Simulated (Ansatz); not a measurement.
# TlAgI2: the cost of one run

Program: Ansatz 0.2.0. Level of theory: DFT PBEsol, scalar-relativistic, plane waves, PAW. These are calculated values, not measurements.

## Step 1: The system as given

The structure is tetragonal, space group I4/mcm (No. 140). The conventional cell has a = 8.340 Å, b = 8.340 Å, c = 7.660 Å, α = 90.00°, β = 90.00°, γ = 90.00°. Tl (site symmetry 422) has 8 I at 3.61 Å and 2 Tl at 3.83 Å as nearest neighbours. Ag (site symmetry -42m) has 4 I at 2.88 Å as nearest neighbours. I (site symmetry m2m) is surrounded by 2 Ag at 2.88 Å and 4 Tl at 3.61 Å.

Coordinates:

```cif
data_structure
_symmetry_space_group_name_H-M 'P 1'
_symmetry_Int_Tables_number 1
_cell_length_a 7.0318
_cell_length_b 7.0318
_cell_length_c 7.0318
_cell_angle_alpha 107.257
_cell_angle_beta 107.257
_cell_angle_gamma 113.996
_cell_volume 266.40
loop_
_atom_site_label
_atom_site_type_symbol
_atom_site_fract_x
_atom_site_fract_y
_atom_site_fract_z
_atom_site_occupancy
Tl1 Tl 0.25000 0.25000 0.00000 1
Tl2 Tl 0.75000 0.75000 0.00000 1
Ag1 Ag 0.25000 0.75000 0.50000 1
Ag2 Ag 0.75000 0.25000 0.50000 1
I1 I 0.68200 0.18200 0.86400 1
I2 I 0.18200 0.31800 0.50000 1
I3 I 0.31800 0.81800 0.13600 1
I4 I 0.81800 0.68200 0.50000 1
```

Source of the structure: the Crystallography Open Database.

(A quick probe on a coarse mesh, which set the mesh and smearing, is not shown.)

## Step 3: The relaxation

Input file input.yaml:

```yaml
crystal:
  lattice:
    - [-4.17, 4.17, 3.83]
    - [4.17, -4.17, 3.83]
    - [4.17, 4.17, -3.83]
  atoms:
    - { symbol: Tl, position: [0.25, 0.25, 0.0] }
    - { symbol: Tl, position: [0.75, 0.75, 0.0] }
    - { symbol: Ag, position: [0.25, 0.75, 0.5] }
    - { symbol: Ag, position: [0.75, 0.25, 0.5] }
    - { symbol: I, position: [0.682, 0.182, 0.864] }
    - { symbol: I, position: [0.182, 0.318, 0.5] }
    - { symbol: I, position: [0.318, 0.818, 0.136] }
    - { symbol: I, position: [0.818, 0.682, 0.5] }
basis:
  ecutwfc: 420
kpoints:
  mp_grid: { grid: [6, 6, 6] }
hamiltonian:
  xc: pbesol
scf:
  occupations: { method: gaussian, width: 0.02 }
output:
  forces: true
  stress: true
  eigenvalues: true
  write_density: true
  write_potential: true
  elf: true
  volumetric_format: npy
relax:
  adjacent_minimum: "off"
  f_tol: 0.005
  max_steps: 80
  cell: { stress_tol: 0.05 }
```

Started as:

```console
$ ansatz run input.yaml --threads 4 --pin off --max-ram 9216MiB --backend cpu --events-out ev --progress --plain --runs-dir out
```

What time and memory should one allow on 4 threads of Intel Xeon 6975P-C (Granite Rapids), shared host?

About 26 s, with a peak of 1.1 GiB.
